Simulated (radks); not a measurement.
**As³⁺ in [Ar] 3d9.75 4s2 4p0.25: an all-electron calculation**

Aim: the levels, the sizes of the orbitals and the parts of the energy of the arsenic ion As3+.

Program: radks (a radial shooting solver on a logarithmic mesh, Libxc functionals) version 1. Level of theory: Dirac Kohn-Sham, SOGGA, spin-unpolarised, spherical densities, point nucleus; open shells fill j = l - 1/2 first. These are calculated values, not measurements, unless marked.

**1. Starting point**

- element: arsenic (Z = 33)
- charge: +3
- electrons: 30
- configuration: [Ar] 3d9.75 4s2 4p0.25

**2. The calculation**

Input:

```text
Z 33
configuration [Ar] 3d9.75 4s2 4p0.25
relativity Dirac
functional sogga,pbe
spin unpolarised
j_filling energy
nucleus point
c 137.035999084
```

Run with:

```
python run_ks.py task.json out
```

This one command runs every case of the session in turn.

What does the calculation give?

The runs gave:

| quantity | value |
| --- | --- |
| total energy | -2256.69003 hartree |
| exchange-correlation share of it | 3.58 % |
| −T/E | 1.0226 |
| highest occupied level | 4p1/2, -33.818 eV |
| most extended occupied level | 4p1/2, <r> = 1.97 bohr |
| radius at density 0.001 e/bohr³ | 3.20 bohr |
| maxima of the radial density | 3 |

**Reading.** 4 principal shells are occupied and 3 maxima appear in the radial density; where shells overlap, one shows as a shoulder or not at all. −T/E is 1.023: with relativity the kinetic term as defined here no longer equals −E. This is not the tabulated ground configuration, so its levels and sizes aren't those of the ground state, and no measured value stands beside it.
